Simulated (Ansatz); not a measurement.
# Ge3P4: the cost of one run

Computed with Ansatz 0.2.0 (DFT PBE, scalar-relativistic, plane waves, PAW, unless a step's input says otherwise).

**1. The system as given**

Symmetry: P6_3/m, No. 176, hexagonal system. The conventional cell has a = 9.882 Å, b = 9.882 Å, c = 3.785 Å, α = 90.00°, β = 90.00°, γ = 120.00°. Around Ge (site symmetry m) lie 4 P at 2.25 to 2.27 Å. P (site symmetry -6) has 3 Ge at 2.25 Å as nearest neighbours. P (site symmetry m) has 3 Ge at 2.26 to 2.27 Å as nearest neighbours.

Coordinates:

```cif
data_structure
_symmetry_space_group_name_H-M 'P6_3/m'
_symmetry_Int_Tables_number 176
_cell_length_a 9.8816
_cell_length_b 9.8816
_cell_length_c 3.7847
_cell_angle_alpha 90.000
_cell_angle_beta 90.000
_cell_angle_gamma 120.000
_cell_volume 320.05
loop_
_atom_site_label
_atom_site_type_symbol
_atom_site_symmetry_multiplicity
_atom_site_Wyckoff_symbol
_atom_site_fract_x
_atom_site_fract_y
_atom_site_fract_z
_atom_site_occupancy
Ge1 Ge 6 h 0.82915 0.23548 0.75000 1
P1 P 2 c 0.66667 0.33333 0.75000 1
P2 P 6 h 0.66963 0.97272 0.75000 1
```

The cell is invented: 3-, 4-connected net, the two elements on its two kinds of vertex (P6_3/m, No. 176). Its size is a rough estimate.

**2. Probe: one point on a coarse mesh**

input.yaml

```yaml
crystal:
  lattice:
    - [9.88163072, 0.0, 0.0]
    - [-4.94081536, 8.55774323, 0.0]
    - [0.0, 0.0, 3.7846824]
  atoms:
    - { symbol: Ge, position: [0.82914828, 0.23548448, 0.75] }
    - { symbol: Ge, position: [0.5936638, 0.82914828, 0.25] }
    - { symbol: Ge, position: [0.23548448, 0.4063362, 0.25] }
    - { symbol: Ge, position: [0.76451552, 0.5936638, 0.75] }
    - { symbol: Ge, position: [0.4063362, 0.17085172, 0.75] }
    - { symbol: Ge, position: [0.17085172, 0.76451552, 0.25] }
    - { symbol: P, position: [0.66666667, 0.33333333, 0.75] }
    - { symbol: P, position: [0.33333333, 0.66666667, 0.25] }
    - { symbol: P, position: [0.66963159, 0.97271697, 0.75] }
    - { symbol: P, position: [0.69691461, 0.66963159, 0.25] }
    - { symbol: P, position: [0.97271697, 0.30308539, 0.25] }
    - { symbol: P, position: [0.02728303, 0.69691461, 0.75] }
    - { symbol: P, position: [0.33036841, 0.02728303, 0.25] }
    - { symbol: P, position: [0.30308539, 0.33036841, 0.75] }
basis:
  ecutwfc: 420
kpoints:
  mp_grid: { grid: [3, 3, 4] }
hamiltonian:
  xc: pbe
scf:
  occupations: { method: gaussian, width: 0.1 }
  lower_state_search: "off"
output:
  forces: true
  stress: true
  eigenvalues: true
```

The run is started by

```sh
ansatz run input.yaml --threads 1 --pin off --max-ram 2560MiB --backend cpu --events-out ev --progress --plain --runs-dir out
```

What time and memory should one allow on 1 thread of Arm Neoverse V1, shared host?

About 18 s, with a peak of 0.61 GiB.
